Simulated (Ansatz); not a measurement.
**C12H12O2Zr: up Jacob's ladder to CCSD(T)**

An exercise on one series of results from a longer session: the logs are not shown, and one member is left open.

The runs use Ansatz 0.2.0, Gaussian basis; functionals in def2-TZVPP, the program's frozen cores in correlated methods.

Levels to be run: LDA (SPW92), PBE-D4, revPBE-D4, BLYP-D4, r2SCAN-D4, B97M-V, PBE0-D4, B3LYP-D4, r2SCANh-D4, r2SCAN0-D4, HSE06-D4, BHLYP-D4, CAM-B3LYP-D4, LC-ωPBE, ωB97X-V, ωB97M-V, B2PLYP, PBE-QIDH; CCSD(T)/def2-SVP; CCSD(T)/def2-TZVPP; MP2/def2-QZVPP; extrapolation to the limit; RPA on PBE.

### Structure used throughout

All runs share one geometry, relaxed beforehand with PBE0-D4 in a triple-zeta def2 set. Zr takes the def2 core potential; no spin-orbit term is included.

SMILES `[OH][Zr]([OH])([c]1ccccc1)[c]1ccccc1`, 27 atoms, charge 0, spin multiplicity 1.

Atoms are counted from 1 here; the program's logs count them from 0.

Bond lengths: O1–Zr2 1.921 Å, O1–H16 0.953 Å, Zr2–O3 1.921 Å, Zr2–C4 2.224 Å, Zr2–C10 2.223 Å, O3–H17 0.953 Å, C4–C5 1.401 Å, C4–C9 1.401 Å, C5–C6 1.388 Å, C5–H18 1.087 Å, C6–C7 1.388 Å, C6–H19 1.085 Å, C7–C8 1.387 Å, C7–H20 1.085 Å, C8–C9 1.388 Å, C8–H21 1.085 Å, C9–H22 1.089 Å, C10–C11 1.401 Å and more. Angles: Zr2–O1–H16 161.7°, O1–Zr2–O3 118.9°, O1–Zr2–C4 108.4°, O1–Zr2–C10 107.0°, O3–Zr2–C4 107.0°, O3–Zr2–C10 108.4°, C4–Zr2–C10 106.5°, Zr2–O3–H17 161.1°, Zr2–C4–C5 124.4°, Zr2–C4–C9 118.4°, C5–C4–C9 117.1°, C4–C5–C6 121.6°, C4–C5–H18 119.8°, C6–C5–H18 118.6°, C5–C6–C7 119.9°, C5–C6–H19 120.2°, C7–C6–H19 119.9°, C6–C7–C8 119.9° and more.

The first run:

in.yaml reads:

```yaml
crystal:
  periodic: [false, false, false]
  atoms:
    - {symbol: O, position_ang: [-0.708499, -2.362083, 2.047387]}
    - {symbol: Zr, position_ang: [-0.689999, -1.603901, 0.282371]}
    - {symbol: O, position_ang: [-1.433594, -2.615774, -1.171976]}
    - {symbol: C, position_ang: [-1.770417, 0.338590, 0.340681]}
    - {symbol: C, position_ang: [-2.708440, 0.751001, -0.614093]}
    - {symbol: C, position_ang: [-3.288539, 2.010631, -0.566382]}
    - {symbol: C, position_ang: [-2.940355, 2.894896, 0.444906]}
    - {symbol: C, position_ang: [-2.013726, 2.515974, 1.405341]}
    - {symbol: C, position_ang: [-1.441289, 1.253052, 1.349557]}
    - {symbol: C, position_ang: [1.428841, -1.133838, -0.200597]}
    - {symbol: C, position_ang: [1.721256, -0.606938, -1.465207]}
    - {symbol: C, position_ang: [3.005783, -0.213524, -1.813061]}
    - {symbol: C, position_ang: [4.037809, -0.343014, -0.895046]}
    - {symbol: C, position_ang: [3.780328, -0.863302, 0.365444]}
    - {symbol: C, position_ang: [2.491799, -1.251503, 0.703713]}
    - {symbol: H, position_ang: [-0.930304, -2.911413, 2.793574]}
    - {symbol: H, position_ang: [-1.762429, -3.348242, -1.685025]}
    - {symbol: H, position_ang: [-2.996334, 0.075879, -1.415774]}
    - {symbol: H, position_ang: [-4.012826, 2.305905, -1.318277]}
    - {symbol: H, position_ang: [-3.391764, 3.880197, 0.484556]}
    - {symbol: H, position_ang: [-1.739394, 3.205160, 2.196894]}
    - {symbol: H, position_ang: [-0.718510, 0.983089, 2.117417]}
    - {symbol: H, position_ang: [0.932033, -0.494938, -2.206463]}
    - {symbol: H, position_ang: [3.203970, 0.193021, -2.799071]}
    - {symbol: H, position_ang: [5.043808, -0.038395, -1.162141]}
    - {symbol: H, position_ang: [4.586530, -0.964815, 1.084364]}
    - {symbol: H, position_ang: [2.314262, -1.655714, 1.696918]}
basis:
  gaussian: {orbitals: def2-TZVPP}
hamiltonian: {xc: lda}
output: {orbitals: {seedname: orbitals}}
```

Command:

```console
> ansatz run in.yaml --threads 10 --pin off --events-out ev --progress --plain --max-ram 110592MiB --backend cuda --devices 0, --max-vram 75GiB
```

Among the steps run: LDA; PBE-D4 (GGA); revPBE-D4 (GGA); BLYP-D4 (GGA); r2SCAN-D4 (meta-GGA); B97M-V (meta-GGA); B3LYP-D4 (hybrid); r2SCANh-D4 (hybrid); r2SCAN0-D4 (hybrid); HSE06-D4 (hybrid); BHLYP-D4 (hybrid); CAM-B3LYP-D4 (range-separated); LC-ωPBE (range-separated); ωB97X-V (range-separated); ωB97M-V (range-separated); B2PLYP (double hybrid); PBE-QIDH (double hybrid).

One table of the session follows, with a row left open; its other results are not shown here.

It belongs to the step «Frontier levels by functional». 

```
  functional  HOMO (eV)  LUMO (eV)  gap (eV)
 LDA (SPW92)      -5.86      -2.40      3.45
      PBE-D4      -5.73      -2.15      3.58
   revPBE-D4      -5.68      -2.05      3.63
     BLYP-D4      -5.61      -1.99      3.61
   r2SCAN-D4      -5.99      -2.01      3.98
      B97M-V      -6.03      -1.96      4.07
     PBE0-D4      -6.89      -1.36      5.53
    B3LYP-D4      -6.66      -1.53      5.13
  r2SCANh-D4      -6.44      -1.72      4.72
  r2SCAN0-D4          ?          ?         ?
    HSE06-D4      -6.50      -1.73      4.78
    BHLYP-D4      -7.63      -0.41      7.22
CAM-B3LYP-D4      -8.04      -0.32      7.72
     LC-ωPBE      -9.33       0.70     10.03
     ωB97X-V      -8.99       0.65      9.63
     ωB97M-V      -8.92       0.54      9.46
```

**Question.** Estimate the row for r2SCAN0-D4.

Worked estimate for «HOMO (eV)». Against the share of exact exchange, r2SCAN-D4 (0, -5.99), r2SCANh-D4 (0.1, -6.44) give a slope of -4.50 per unit share; at 0.25 the line stands at -7.11.

**Answer.** HOMO (eV): -7.02; LUMO (eV): -1.29; gap (eV): 5.73. In «HOMO (eV)» the line misses by -0.09.
